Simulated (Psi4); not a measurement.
**BH2O2F (SMILES OB(O)F): FNO-CCSD/def2-SV(P) (ZORA, density fitting, density fitting for correlation)**

What is the energy change on altering one bond length of BH2O2F at FNO-CCSD/def2-SV(P) (ZORA, density fitting, density fitting for correlation)? 

The calculation is run with Psi4 1.11.

1 further run of the same task is left out (set aside as unsound or not needed).

**1. The system as given**

The species is BH2O2F (6 atoms), meant as a singlet with charge 0. SMILES: `OB(O)F`. Geometry: relaxed at PBE0-D4/def2-TZVP. This is one conformer, not always the lowest.

Bond lengths: O1–B2 1.360 Å, B2–O3 1.352 Å, B2–F4 1.333 Å, O1–H5 0.960 Å, O3–H6 0.960 Å. Angles: O1–B2–O3 121.6°, O1–B2–F4 120.5°, O3–B2–F4 117.9°, B2–O1–H5 113.1°, B2–O3–H6 112.5°.

**2. A single-point energy at FNO-CCSD/def2-SV(P) (ZORA, density fitting, density fitting for correlation)**

input.json

```json
{
 "schema_name": "qcschema_input",
 "schema_version": 1,
 "molecule": {
  "schema_name": "qcschema_molecule",
  "schema_version": 2,
  "symbols": ["O", "B", "O", "F", "H", "H"],
  "geometry": [-0.90234422, 1.83492407, -0.39381892, -0.04497548, -0.58109078, -0.20125583, 1.86969503, -1.20035403, 1.37213014, -1.08300204, -2.41998328, -1.57451981, -2.26559265, 2.01463702, -1.57659851, 2.50577684, 0.23092453, 2.28656861],
  "molecular_charge": 0,
  "molecular_multiplicity": 1
 },
 "driver": "energy",
 "model": {
  "method": "fno-ccsd",
  "basis": "def2-SV(P)"
 },
 "keywords": {
  "scf_type": "df",
  "cc_type": "df",
  "relativistic": "zora"
 }
}
```

On the command line:

```
$ psi4 --qcschema input.json -n 1 --memory 1600MB
```

stdout:

```text
[...]
  Running in c1 symmetry.
[...]
  Nuclear repulsion =  114.498553128805099
[...]
  Multiplicity = 1
[...]
  Nalpha       = 16
  Nbeta        = 16
[...]
    Number of basis functions: 60
[...]
   @DF-RHF iter   1:  -275.11954352967746   -9.23320e-01   9.71813e-03 DIIS/ADIIS
[...]
   @DF-RHF iter  12:  -275.25635006594496   -9.09495e-13   2.61370e-09 DIIS
[...]
    Orbital Energies [Eh]
    ---------------------
    Doubly Occupied:
       1A    -26.338453     2A    -20.610942     3A    -20.601059
       4A     -7.716138     5A     -1.590340     6A     -1.384552
       7A     -1.351099     8A     -0.803118     9A     -0.770185
      10A     -0.740969    11A     -0.684777    12A     -0.654981
      13A     -0.584036    14A     -0.576618    15A     -0.572778
      16A     -0.521102
[...]
  @DF-RHF Final Energy:  -275.25635006594496
   => Energetics <=
    Nuclear Repulsion Energy =            114.4985531288050993
    One-Electron Energy =                -608.5075144545820649
    Two-Electron Energy =                 218.7526112598320367
    Total Energy =                       -275.2563500659449574
[...]
 Multipole Moments:
 ------------------------------------------------------------------------------------
     Multipole            Electronic (a.u.)      Nuclear  (a.u.)        Total (a.u.)
 ------------------------------------------------------------------------------------
 L = 1.  Multiply by 2.5417464519 to convert [e a0] to [Debye]
 Dipole X            :         -0.9014693            0.6843937           -0.2170756
 Dipole Y            :         -1.8011312            2.6128007            0.8116695
 Dipole Z            :         -1.2417038            1.2406379           -0.0010659
 Magnitude           :                                                    0.8401966
[...]
      * MP2 total energy:                  -275.888016301123
[...]
      * CCSD total energy:                 -275.902944573137
[...]
```

The result, in JSON:

```text
{
 "driver": "energy",
 "model": {
  "method": "fno-ccsd",
  "basis": "def2-SV(P)"
 },
 "success": true,
 "return_result": -275.90294457313746,
 "properties": {
  "calcinfo_nbasis": 60,
  "calcinfo_nmo": 60,
  "calcinfo_nalpha": 16,
  "calcinfo_nbeta": 16,
  "calcinfo_natom": 6,
  "nuclear_repulsion_energy": 114.4985531288051,
  "return_energy": -275.90294457313746,
  "scf_one_electron_energy": -608.5075144545821,
  "scf_two_electron_energy": 218.75261125983204,
  "scf_dipole_moment": [-0.21707559749512884, 0.8116695124262827, -0.0010658753409860111],
  "scf_total_energy": -275.25635006594496,
  "scf_iterations": 12,
  "mp2_same_spin_correlation_energy": -0.17239427845639968,
  "mp2_opposite_spin_correlation_energy": -0.4592719567214915,
  "mp2_singles_energy": 0.0,
  "mp2_doubles_energy": -0.6316662351778912,
  "mp2_correlation_energy": -0.6316662351778912,
  "mp2_total_energy": -275.88801630112283,
  "ccsd_same_spin_correlation_energy": -0.15266675644616629,
  "ccsd_opposite_spin_correlation_energy": -0.49392775074634115,
  "ccsd_singles_energy": 0.0,
  "ccsd_doubles_energy": -0.6465945071925074,
  "ccsd_correlation_energy": -0.6465945071925074,
  "ccsd_total_energy": -275.90294457313746,
  "ccsd_iterations": 14
 }
}
```

Wall time 27 s (1 thread of AMD EPYC 7R43 (Zen 3), shared host); peak memory 0.37 GiB.

**3. The distorted shape at the same level**

calc.inp

```
memory 1.6 GB

molecule system {
  0 1
  O
  B 1 1.360437
  O 2 1.351734 1 121.59678
  F 2 2.266 3 117.88581 1 -179.99407
  H 1 0.959798 2 113.11772 3 -179.99993
  H 3 0.959747 2 112.46533 1 -0.00358
  units angstrom
}

set scf_type df
set cc_type df
set relativistic zora

energy('fno-ccsd/def2-SV(P)')
```

On the command line:

```
$ psi4 -n 1 calc.inp calc.out
```

calc.out:

```text
[...]
  Running in c1 symmetry.
[...]
  Nuclear repulsion =   97.665342244403320
[...]
  Multiplicity = 1
[...]
  Nalpha       = 16
  Nbeta        = 16
[...]
    Number of basis functions: 60
[...]
   @DF-RHF iter   1:  -274.85894399800617   -1.24071e+00   1.13865e-02 DIIS/ADIIS
[...]
   @DF-RHF iter  13:  -275.06364970991569   -1.25056e-12   5.40335e-09 DIIS
[...]
    Orbital Energies [Eh]
    ---------------------
    Doubly Occupied:
       1A    -26.201573     2A    -20.685583     3A    -20.669491
       4A     -7.834961     5A     -1.452665     6A     -1.414000
       7A     -1.356604     8A     -0.847915     9A     -0.811382
      10A     -0.682864    11A     -0.654306    12A     -0.637698
      13A     -0.578975    14A     -0.493918    15A     -0.493234
      16A     -0.461011
[...]
  @DF-RHF Final Energy:  -275.06364970991569
   => Energetics <=
    Nuclear Repulsion Energy =             97.6653422444033197
    One-Electron Energy =                -574.9056215227899429
    Two-Electron Energy =                 202.1766295684709291
    Total Energy =                       -275.0636497099156941
[...]
 Multipole Moments:
 ------------------------------------------------------------------------------------
     Multipole            Electronic (a.u.)      Nuclear  (a.u.)        Total (a.u.)
 ------------------------------------------------------------------------------------
 L = 1.  Multiply by 2.5417464519 to convert [e a0] to [Debye]
 Dipole X            :         -0.0000337           -0.0002457           -0.0002794
 Dipole Y            :          1.1881506           -2.8239240           -1.6357734
 Dipole Z            :          0.7785091           -2.5794791           -1.8009700
 Magnitude           :                                                    2.4329504
[...]
      * MP2 total energy:                  -275.715852927330
[...]
      * CCSD total energy:                 -275.728570635570
[...]
```

It took 30 s on 1 thread of AMD EPYC 7R43 (Zen 3), shared host; peak memory 0.38 GiB.

**4. Outcome**

Level: FNO-CCSD/def2-SV(P) (ZORA, density fitting, density fitting for correlation).

| quantity | value |
| --- | --- |
| first shape: total energy | -275.90294 Eh |
| first shape: HOMO energy (Hartree–Fock orbitals) | -14.18 eV |
| first shape: LUMO energy (Hartree–Fock orbitals) | 4.45 eV |
| first shape: HOMO–LUMO gap (Hartree–Fock orbitals) | 18.63 eV |
| first shape: correlation energy | -646.6 mEh |
| first shape: T1 diagnostic | 0.011 |
| distorted shape: total energy | -275.72857 Eh |
| distorted shape: HOMO energy (Hartree–Fock orbitals) | -12.54 eV |
| distorted shape: LUMO energy (Hartree–Fock orbitals) | 1.50 eV |
| distorted shape: HOMO–LUMO gap (Hartree–Fock orbitals) | 14.04 eV |
| distorted shape: correlation energy | -664.9 mEh |
| distorted shape: T1 diagnostic | 0.022 |
| energy change with the B2–F4 bond stretched from 1.333 to 2.266 Å | 4.745 eV |

With the B2–F4 bond stretched from 1.333 to 2.266 Å the energy rises by 4.74 eV (458 kJ/mol). The first shape isn't relaxed at this level, so the change isn't measured from a minimum. The T1 diagnostic (distorted shape) of 0.022 is above the customary mark for such species, so a single reference may not serve.
